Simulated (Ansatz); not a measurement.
# Nb2Te2S: the cost of one run

Program: Ansatz 0.2.0. Level of theory: DFT PBE, scalar-relativistic, plane waves, PAW. These are calculated values, not measurements.

1 further run of the same task is left out (set aside as unsound or not needed).

### 1 The system as given

The structure is trigonal, space group P-3m1 (No. 164). Conventional cell: a = 4.154 Å, b = 4.154 Å, c = 7.350 Å, α = 90.00°, β = 90.00°, γ = 120.00°. Around Nb (site symmetry 3m) lie 4 Te at 2.43 to 2.49 Å and 3 S at 3.21 Å. Te (site symmetry 3m) has 4 Nb at 2.43 to 2.49 Å as nearest neighbours. S (site symmetry -3m) has 6 Nb at 3.21 Å as nearest neighbours.

Structure file:

```cif
data_structure
_symmetry_space_group_name_H-M 'P-3m1'
_symmetry_Int_Tables_number 164
_cell_length_a 4.1535
_cell_length_b 4.1535
_cell_length_c 7.3505
_cell_angle_alpha 90.000
_cell_angle_beta 90.000
_cell_angle_gamma 120.000
_cell_volume 109.82
loop_
_atom_site_label
_atom_site_type_symbol
_atom_site_symmetry_multiplicity
_atom_site_Wyckoff_symbol
_atom_site_fract_x
_atom_site_fract_y
_atom_site_fract_z
_atom_site_occupancy
Nb1 Nb 2 d 0.33333 0.66667 0.29000 1
Te1 Te 2 d 0.33333 0.66667 0.62000 1
S1 S 1 a 0.00000 0.00000 0.00000 1
```

The cell is invented: species swapped into a database cell of Gd2SeO2 (P-3m1, No. 164), with Nb on the Gd sites, S on the Se sites and Te on the O sites. Its size is a rough estimate.

### 2 The guess as it stands, on a coarse mesh

input.yaml reads:

```yaml
crystal:
  lattice:
    - [4.15354281, 0.0, 0.0]
    - [-2.0767714, 3.59707359, 0.0]
    - [0.0, 0.0, 7.35047329]
  atoms:
    - { symbol: Nb, position: [0.33333333, 0.66666667, 0.28999999] }
    - { symbol: Nb, position: [0.66666667, 0.33333333, 0.71000001] }
    - { symbol: Te, position: [0.33333333, 0.66666667, 0.62] }
    - { symbol: Te, position: [0.66666667, 0.33333333, 0.38] }
    - { symbol: S, position: [0.0, 0.0, 0.0] }
basis:
  ecutwfc: 420
kpoints:
  mp_grid: { grid: [6, 6, 4] }
hamiltonian:
  xc: pbe
scf:
  occupations: { method: gaussian, width: 0.1 }
  lower_state_search: "off"
output:
  forces: true
  stress: true
  eigenvalues: true
```

Command:

```sh
> ansatz run input.yaml --threads 1 --pin off --max-ram 2560MiB --backend cpu --events-out ev --progress --plain --runs-dir out
```

Q: Estimate wall time and peak memory on 1 thread of Intel Xeon 6975P-C (Granite Rapids), shared host.

About 3.5 s, with a peak of 0.46 GiB.
